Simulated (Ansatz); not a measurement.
Predict the output of the script below (Ansatz 0.2.0, Python API).

`torsion_cl2hins.py`:
```python
# -*- coding: utf-8 -*-
"""Energy of Cl2HInS as one group turns about a bond."""

import ansatz as az
from ase import Atoms

atoms = Atoms(["S", "In", "Cl", "Cl", "H"], positions=[
    (0.0722, 1.8375, 0.1852),
    (0.6305, -0.3683, -0.4919),
    (1.5635, -1.1168, 1.176),
    (-1.2541, -1.4414, -1.5813),
    (-0.9622, 1.0154, 0.6706),
])

# start the scan from a relaxed geometry
first = (
    az.Crystal.molecule_from_ase(atoms).calculation()
    .basis(gaussian="def2-SVP")
    .functional("PBE0")
    .relax(force_tolerance=0.02, max_steps=80)
)
atoms.positions = first.run().report["positions_ang"]

start = atoms.get_dihedral(2, 1, 0, 4)
energies = {}
for turn in range(0, 360, 30):
    turned = atoms.copy()
    turned.set_dihedral(2, 1, 0, 4, start + turn, indices=[0, 4])
    setup = (
        az.Crystal.molecule_from_ase(turned).calculation()
        .basis(gaussian="def2-SVP")
        .functional("PBE0")
    )
    energies[round((start + turn) % 360)] = setup.run().report["free_energy_ev"]
floor = min(energies.values())
print("dihedral Cl2-In1-S0-H4 (deg)   E - E(min) (kJ/mol)")
for angle, e in sorted(energies.items()):
    print(f"{angle:8d} {96.485332 * (e - floor):14.3f}  " + "#" * int(30 * (e - floor) / max(max(energies.values()) - floor, 1e-9)))
```

Output of `python torsion_cl2hins.py`:
```text
dihedral Cl2-In1-S0-H4 (deg)   E - E(min) (kJ/mol)
      30          4.111  #######
      60         12.135  ######################
      90         16.195  #############################
     120         12.157  ######################
     150          4.091  #######
     180          0.000
     210          4.044  #######
     240         12.113  ######################
     270         16.199  ##############################
     300         12.188  ######################
     330          4.162  #######
     360          0.107
```

Reading the output:
- The scan is rigid and the energies are electronic, in a modest basis. With rigid groups the curve can differ much from the relaxed path, the start wasn't checked as a minimum of this torsion, and equivalent turns needn't return to the same energy.
- def2 sets replace the cores of elements past krypton by effective core potentials.
- The whole script took 97 s on 1 thread of Arm Neoverse V1 (shared host), peak memory 0.27 GiB.

(A comment or docstring line of the script was reworded after the run, the code is as it ran; lines on the test bed's own set-up are left out of the output.)
